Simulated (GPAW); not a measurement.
HPbNO4 in GPAW: the effect of dispersion

HPbNO4:

```
H Pb N O
1.0
     4.19923    0.11117    0.16817
     1.91600    3.89132    0.12568
     1.76085    1.25259    6.37266
H Pb N O
1 1 1 4
Cartesian
  6.1559 3.5396 4.2374
  3.9410 4.7367 5.7714
  2.1622 1.5295 2.0021
  6.1170 3.6060 5.2180
  2.2525 1.0554 0.8130
  2.1821 0.7481 2.9790
  2.0545 2.7723 2.1460
```

The cell was built by a generator and needn't be a form met in nature.

Alike in all runs:

```yaml
Program: GPAW 26.7.0
Task: single point
Functional: PBE
Potentials_or_basis: GPAW PAW data sets (gpaw-data 1.2.1)
Cutoff: 800 eV
Basis: pw
k_mesh: 4 × 4 × 3
Occupations: fermi-dirac, width 0.05 eV
Spin: no spin polarisation
```

```csv
dispersion,pressure (GPa),largest force (eV/Å)
D3(BJ),?,?
none,-0.3,0.09
D3,-0.9,0.09
```

Question: What does the run with dispersion D3(BJ) give?

Answer: Pressure -1.2 GPa; largest force 0.08 eV/Å.

Caveats: all runs use coarse meshes.
